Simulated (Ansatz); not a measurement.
# AlF2H3Si: atomisation energy, by script

How much energy holds AlF2H3Si together? Aim: an atomisation energy, for AlF2H3Si, run from a script.

All numbers are computed with Ansatz 0.2.0, driven from Python. Level of theory: MP2/def2-TZVPP.

### 1 The system

Bond lengths: F1–Si2 1.694 Å, Si2–F3 1.686 Å, Si2–Al4 2.322 Å, Si2–H5 1.469 Å, Al4–H6 1.627 Å, Al4–H7 1.606 Å. Angles: F1–Si2–F3 108.3°, F1–Si2–Al4 113.2°, F1–Si2–H5 109.0°, F3–Si2–Al4 108.6°, F3–Si2–H5 109.8°, Al4–Si2–H5 108.0°, Si2–Al4–H6 121.4°, Si2–Al4–H7 120.5°, H6–Al4–H7 117.8°.

The script holds or builds the structure itself.

### 2 The script

alf2h3si.py reads:

```python
# -*- coding: utf-8 -*-
"""Atomisation energy of AlF2H3Si at the given geometry."""

from collections import Counter

import ansatz


def energy(molecule, charge=0, unpaired=0):
    calc = (
        molecule.calculation()
        .basis(gaussian="def2-TZVPP")
        .correlation("mp2")
        .accuracy("high")
        .scf(lower_state_search="light")
    )
    if charge:
        calc = calc.charge(charge)
    if unpaired:
        calc = calc.spin("collinear", total=unpaired)
    report = calc.run(threads=1).report
    if report["published_state_doubts"]:
        print("  doubts:", report["published_state_doubts"])
    return report["free_energy_ev"]


def main():
    alf2h3si = (
        ansatz.Crystal.molecule()
        .atom("F", (-0.0139, -1.4582, 1.7307))
        .atom("Si", (0.6473, -0.6668, 0.3865))
        .atom("F", (0.9804, -1.8211, -0.7967))
        .atom("Al", (-0.7698, 0.9348, -0.519))
        .atom("H", (1.8895, 0.0042, 0.7909))
        .atom("H", (-1.3557, 2.1559, 0.3834))
        .atom("H", (-1.3164, 0.7831, -2.0216))
    )

    # unpaired electrons of the ground-state atoms
    unpaired = {"F": 1, "Si": 2, "Al": 1, "H": 1}
    counts = Counter(site.symbol for site in alf2h3si.cartesian_sites)
    atom_energy = {s: energy(ansatz.Crystal.molecule().atom(s, (0, 0, 0)), 0, unpaired[s]) for s in counts}
    whole = energy(alf2h3si, 0, 0)
    for s, e in atom_energy.items():
        print(f"{s:2s} x{counts[s]}  {e:14.5f} eV")
    print(f"AlF2H3Si: {whole:.5f} eV")
    split = sum(counts[s] * e for s, e in atom_energy.items()) - whole
    print(f"atomisation energy (no zero-point term): {split:.3f} eV, {split / sum(counts.values()):.3f} eV an atom")


if __name__ == "__main__":
    main()
```

### 3 The input behind the calls

The package turns the script's settings into the engine's input (first run):

```yaml
crystal:
  periodic: [false, false, false]
  atoms:
    - { symbol: F, position_ang: [0.0, 0.0, 0.0] }
accuracy: high
basis:
  gaussian:
    orbitals: def2-TZVPP
magnetization:
  spin_polarized: true
  initial_magnetization: 1.0
correlation:
  method: mp2
scf:
  lower_state_search: light
```

### 4 Launch

On the command line:

```sh
$ python alf2h3si.py
```

The program printed:

```text
F  x2     -2710.51501 eV
Si x1     -7861.55666 eV
Al x1     -6582.70613 eV
H  x3       -13.60052 eV
AlF2H3Si: -19928.95515 eV
atomisation energy (no zero-point term): 22.861 eV, 3.266 eV an atom
```

Wall time 19 s (1 thread of Intel Xeon Platinum 8375C at 2.90GHz (Ice Lake), shared host); peak memory 0.84 GiB.

### 5 What changed from run to run

The engine's inputs for some of the other runs:

Run 2, against run 1:

```diff
@@ -4 +4 @@
-    - { symbol: F, position_ang: [0.0, 0.0, 0.0] }
+    - { symbol: Si, position_ang: [0.0, 0.0, 0.0] }
@@ -11 +11 @@
-  initial_magnetization: 1.0
+  initial_magnetization: 2.0
```

Run 3, against run 1:

```diff
@@ -4 +4 @@
-    - { symbol: F, position_ang: [0.0, 0.0, 0.0] }
+    - { symbol: Al, position_ang: [0.0, 0.0, 0.0] }
```

Run 4, against run 1:

```diff
@@ -4 +4 @@
-    - { symbol: F, position_ang: [0.0, 0.0, 0.0] }
+    - { symbol: H, position_ang: [0.0, 0.0, 0.0] }
```

Lines on the test bed's own set-up are left out of the output.

A comment line of the script is reworded here; the code is as run.

### 6 Run by run

From the records of these 5 runs:

```tsv
run	system	unpaired or total moment	energy (eV)	<S²>	iterations in all	CPU time (s)
1	F	1	-2710.5150	0.75	33	0.18
2	Si	2	-7861.5567	2.02	43	0.43
3	Al	1	-6582.7061	0.77	41	0.53
4	H	1	-13.6005	0.75	12	0.03
5	AlF2H3Si	not set	-19928.9552	0.00	18	17
```

Totals carry meaning only in balanced differences at one level of theory.

### 7 What came out

```
                         quantity      value
atomisation energy, no zero point  22.861 eV
                    runs compared          5
```

Zero-point motion and spin-orbit terms of the atoms are left out, and both would lower it. 22.861 eV from the electronic energies, without the zero-point term. The geometry is a force-field or estimated start, not a minimum of this method, and the basis set is short of its limit. All parts are taken at fixed geometry, without zero-point energy.
